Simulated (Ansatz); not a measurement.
Run this with the Python package of Ansatz (0.2.0) and show what comes out.

`scan.py`
```python
import ansatz as az
import numpy as np

GEOMETRY = """
O     0.36200    0.94450   -1.26020
Sn    0.09520   -0.21920    0.28410
Cl    1.78780   -1.82160    0.26260
Cl   -1.91390   -1.28900    0.15150
H    -0.46840    1.58560   -1.24500
H     0.17950    0.73570    1.76090
"""


def main() -> None:
    system = az.Crystal.molecule()
    for line in GEOMETRY.strip().splitlines():
        symbol, *xyz = line.split()
        system = system.atom(symbol, [float(v) for v in xyz])

    symbols = [site.symbol for site in system.cartesian_sites]
    start = np.array([site.position_ang for site in system.cartesian_sites])
    axis = (start[5] - start[1]) / np.linalg.norm(start[5] - start[1])
    moving = [5]
    lengths, energies = [1.549, 1.62, 1.69, 1.761, 1.831, 1.901, 1.972, 2.078], []
    for length in lengths:
        xyz = start.copy()
        xyz[moving] += (length - np.linalg.norm(start[5] - start[1])) * axis
        point = az.Crystal.molecule()
        for symbol, place in zip(symbols, xyz):
            point = point.atom(symbol, place.tolist())
        calc = (
            point.calculation()
            .basis(gaussian="def2-SVP")
            .functional("pbe")
        )
        rep = calc.run(threads=1).report
        energies.append(rep["free_energy_ev"])
        print(f"r = {length:6.3f} A  E = {energies[-1]:.5f} eV  <S^2> = {abs(rep['mean_field']['state']['spin_squared']):.3f}")

    fit = np.polynomial.Polynomial.fit(lengths, np.array(energies) - min(energies), 4).convert()
    roots = [r.real for r in fit.deriv().roots() if abs(r.imag) < 1e-9 and fit.deriv(2)(r.real) > 0]
    r_e = min(roots, key=lambda r: abs(r - lengths[int(np.argmin(energies))]))
    print(f"minimum of the fit at {r_e:.4f} A, force constant {fit.deriv(2)(r_e):.2f} eV/A^2")


if __name__ == "__main__":
    main()
```

Output of `python scan.py`:
```text
r =  1.549 A  E = -32936.18998 eV  <S^2> = 0.000
r =  1.620 A  E = -32936.36493 eV  <S^2> = 0.000
r =  1.690 A  E = -32936.44096 eV  <S^2> = 0.000
r =  1.761 A  E = -32936.44393 eV  <S^2> = 0.000
r =  1.831 A  E = -32936.39190 eV  <S^2> = 0.000
r =  1.901 A  E = -32936.29941 eV  <S^2> = 0.000
r =  1.972 A  E = -32936.17559 eV  <S^2> = 0.000
r =  2.078 A  E = -32935.95338 eV  <S^2> = 0.000
minimum of the fit at 1.7279 A, force constant 12.80 eV/A^2
```

The settings weren't tested for convergence. The rest of the molecule is held rigid at a force-field or estimated start geometry, and the basis set is modest; single-reference methods fail as a bond breaks. def2 sets replace the cores of elements past krypton by effective core potentials. The orbitals are restricted, so S² is zero by construction. It ran for 16 s on 1 thread of Arm Neoverse V1, with other jobs on the host, peak memory 0.19 GiB.
